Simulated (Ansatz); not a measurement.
# CH4ClGa (SMILES [CH3][GaH][Cl]) at PBE/def2-SVP

Aim: the electronic atomisation energy of CH4ClGa at PBE/def2-SVP, from 5 runs. 

The calculation is run with Ansatz 0.2.0.

62 further runs of the same task are left out: 62 set aside as unsound or not needed. Runs told in other sessions of the task aren't counted.

**1. The structure to begin with**

The species is CH4ClGa (7 atoms), meant as a singlet with charge 0. SMILES: `[CH3][GaH][Cl]`. The coordinates come from a PBE0-D4/def2-TZVP relaxation.

Bond lengths: C1–Ga2 1.952 Å, Ga2–Cl3 2.160 Å, C1–H4 1.093 Å, C1–H5 1.089 Å, C1–H6 1.093 Å, Ga2–H7 1.560 Å. Angles: C1–Ga2–Cl3 116.2°, C1–Ga2–H7 130.1°, Cl3–Ga2–H7 113.7°, Ga2–C1–H4 110.2°, Ga2–C1–H5 110.9°, Ga2–C1–H6 109.9°, H4–C1–H5 109.3°, H4–C1–H6 107.4°, H5–C1–H6 109.1°.

**2. The energy at PBE/def2-SVP**

in.yaml reads:

```yaml
crystal:
  periodic: [false, false, false]
  atoms:
    - symbol: C
      position_ang: [-0.730500, 0.588300, -0.200700]
    - symbol: Ga
      position_ang: [0.846300, -0.538100, 0.035700]
    - symbol: Cl
      position_ang: [0.865000, -1.794800, 1.792800]
    - symbol: H
      position_ang: [-0.435900, 1.637200, -0.283800]
    - symbol: H
      position_ang: [-1.418300, 0.473600, 0.636300]
    - symbol: H
      position_ang: [-1.245900, 0.318700, -1.126000]
    - symbol: H
      position_ang: [2.119300, -0.684800, -0.854300]
basis:
  gaussian:
    orbitals: def2-SVP
hamiltonian:
  xc: {name: PBE}
accuracy: high
output: {orbitals: {seedname: orbitals}}
```

Started as:

```
$ ansatz run in.yaml --threads 1 --pin off --max-ram 3480MiB --events-out events.jsonl --progress --plain --runs-dir runs
```

Log:

```text
Warning: RAYON_NUM_THREADS=1 ignored (pool sized by the plan → 1); use --threads N
Functional definition: PBE
  name "PBE"
  parameter kappa = 0.804
  parameter beta = 0.06672455060314922
  exchange = pbe_x(kappa = kappa, mu = beta*pi^2/3)
  correlation = pbe_c(beta = beta)
1770 factors; integrals over basis functions are off by at most 8.8e-9 eV
mean field evaluation 1: about -65969.5085 eV, gradient 6.3e1 eV
mean field evaluation 2: about -65953.2454 eV, gradient 9.6e1 eV
mean field evaluation 4: about -65978.0799 eV, gradient 3.7e0 eV
mean field evaluation 8: about -65978.1194 eV, gradient 3.2e-1 eV
mean field evaluation 16: about -65978.1196 eV, gradient 6.0e-6 eV
mean field -65978.11961512 eV, -2424.6511742798 hartree, gradient 4.2e-8 eV, S^2 0.000000; 0 other end points of the search recorded, 0 dependent functions left out
reference -65978.11961852 eV, -2424.6511744049 hartree; 29, 29 occupied and 55, 55 virtual orbitals, 1770 factors
Total energy: -65978.11961852 eV, -2424.6511744049 hartree
```

Wall time 2.8 s (1 thread of Intel Xeon 6975P-C (Granite Rapids), shared host); peak memory 0.21 GiB.

**3. The C atom at the same level**

in.yaml reads:

```yaml
crystal:
  periodic: [false, false, false]
  atoms:
    - symbol: C
      position_ang: [0.000000, 0.000000, 0.000000]
basis:
  gaussian:
    orbitals: def2-SVP
magnetization:
  spin_polarized: true
  initial_magnetization: 2
hamiltonian:
  xc: {name: PBE}
accuracy: high
```

Run the same way, it converges to -37.75124 Eh (log not shown).

**4. The Cl atom**

in.yaml reads:

```yaml
crystal:
  periodic: [false, false, false]
  atoms:
    - symbol: Cl
      position_ang: [0.000000, 0.000000, 0.000000]
basis:
  gaussian: {orbitals: def2-SVP}
magnetization: {spin_polarized: true, initial_magnetization: 1}
hamiltonian: {xc: {name: PBE}}
accuracy: high
```

Run the same way, it converges to -459.79702 Eh (log not shown).

**5. The Ga atom, same level**

job.yaml reads:

```yaml
basis:
  gaussian: {orbitals: def2-SVP}
crystal:
  periodic: [false, false, false]
  atoms:
    - {symbol: Ga, position_ang: [0.000000, 0.000000, 0.000000]}
magnetization: {spin_polarized: true, initial_magnetization: 1}
hamiltonian: {xc: {name: PBE}}
accuracy: high
```

Run the same way, it converges to -1924.26790 Eh (log not shown).

**6. The H atom, same level**

run.yaml reads:

```yaml
crystal:
  periodic: [false, false, false]
  atoms:
    - {symbol: H, position_ang: [0.000000, 0.000000, 0.000000]}
basis:
  gaussian:
    orbitals: def2-SVP
magnetization:
  spin_polarized: true
  initial_magnetization: 1
hamiltonian:
  xc: pbe
accuracy: high
```

Run the same way, it converges to -0.49863 Eh (log not shown).

**7. What came out**

Level: PBE/def2-SVP.

| quantity | value |
| --- | --- |
| molecule: total energy | -2424.65117 Eh |
| molecule: HOMO energy | -6.66 eV |
| molecule: LUMO energy | -2.01 eV |
| molecule: HOMO–LUMO gap | 4.65 eV |
| C atom: total energy | -37.75124 Eh |
| C atom: ⟨S²⟩ | 2.002 |
| Cl atom: total energy | -459.79702 Eh |
| Cl atom: ⟨S²⟩ | 0.752 |
| Ga atom: total energy | -1924.26790 Eh |
| Ga atom: ⟨S²⟩ | 0.752 |
| H atom: total energy | -0.49863 Eh |
| H atom: ⟨S²⟩ | 0.750 |
| electronic atomisation energy | 22.871 eV |

In words: Taking the molecule apart into free atoms costs 22.87 eV (527 kcal/mol), before zero-point energy and without spin-orbit coupling.
